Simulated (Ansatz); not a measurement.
# AlGaPH+ (doublet): from Hartree-Fock to the top rungs, cc-pVTZ

How much of the correlation energy of AlGaPH+ (doublet) does each wave-function method recover here?

Program: Ansatz 0.2.0, Gaussian basis. Level of theory: cc-pVTZ, core rule «outside noble gas», up to 24 orbitals frozen. These are calculated values, not measurements.

To be run: UHF; CCSD(T) on ROHF; CCSD(T) on UHF; BCCD(T) on ROHF; CCSDT(Q) on ROHF; CCSDT(Q) on UHF.

2 further runs of the same task are left out: 2 set aside as unsound or not needed. Runs told in other sessions of the task aren't counted.

### 1 The system

The geometry is a PBE0/def2-TZVP stationary point (not a proven minimum) of the parent state, kept for this charge and spin. No spin-orbit coupling is included. The filled d shell of Ga may be among the frozen orbitals whatever the setting's name suggests.

4 atoms, charge 1, spin multiplicity 2.

Atoms are counted from 1 here; the program's logs count them from 0.

Bond lengths: Ga1–P3 2.369 Å, Al2–P3 2.109 Å, Al2–H4 1.579 Å. Angles: P3–Al2–H4 176.8°, Ga1–P3–Al2 94.6°.

### 2 UHF

Input file in.yaml:

```yaml
crystal:
  periodic: [false, false, false]
  atoms:
    - {symbol: Ga, position_ang: [0.000000, 0.230226, 1.196497]}
    - {symbol: Al, position_ang: [0.000000, 0.578079, -2.081776]}
    - {symbol: P, position_ang: [0.000000, -1.079166, -0.778166]}
    - {symbol: H, position_ang: [0.000000, 1.762314, -3.126240]}
basis:
  gaussian: {orbitals: cc-pVTZ}
total_charge: 1
magnetization: {spin_polarized: true, initial_magnetization: 1}
hamiltonian: {xc: hf}
output: {orbitals: {seedname: orbitals}}
```

Launch:

```bash
ansatz run in.yaml --threads 1 --pin off --events-out ev --progress --plain --max-ram 4096MiB --backend cpu
```

After this run come: CCSD(T) on ROHF; CCSD(T) on UHF; BCCD(T) on ROHF; CCSDT(Q) on ROHF; CCSDT(Q) on UHF.

**Question.** What will the summary of the whole plan be? Wanted: UCCSDT(Q) from the RHF energy; RMP2 from UCCSDT(Q); UMP2 from UCCSDT(Q); RCCSD from UCCSDT(Q); RCCSD(T) from UCCSDT(Q); UCCSD(T) from UCCSDT(Q); RCCSDT(Q) from UCCSDT(Q); T1 diagnostic.

As calculated:

| quantity | value |
| --- | --- |
| UCCSDT(Q) from the ROHF energy | -7.9402 eV |
| RMP2 from UCCSDT(Q) | +1252.0 meV |
| UMP2 from UCCSDT(Q) | +1356.2 meV |
| RCCSD from UCCSDT(Q) | +524.0 meV |
| RCCSD(T) from UCCSDT(Q) | +76.0 meV |
| UCCSD(T) from UCCSDT(Q) | +75.1 meV |
| RCCSDT(Q) from UCCSDT(Q) | +8.3 meV |
| levels within 1 kcal/mol (43 meV) | UCCSDT, RCCSDT(Q) |
| T1 diagnostic | 0.027 |

What this shows: RCCSD(T) misses by +76.0 meV, 1.0 % of the correlation energy. These misses are within one basis, not against nature; the frozen cores of restricted and unrestricted runs differ, which can shift their rows.
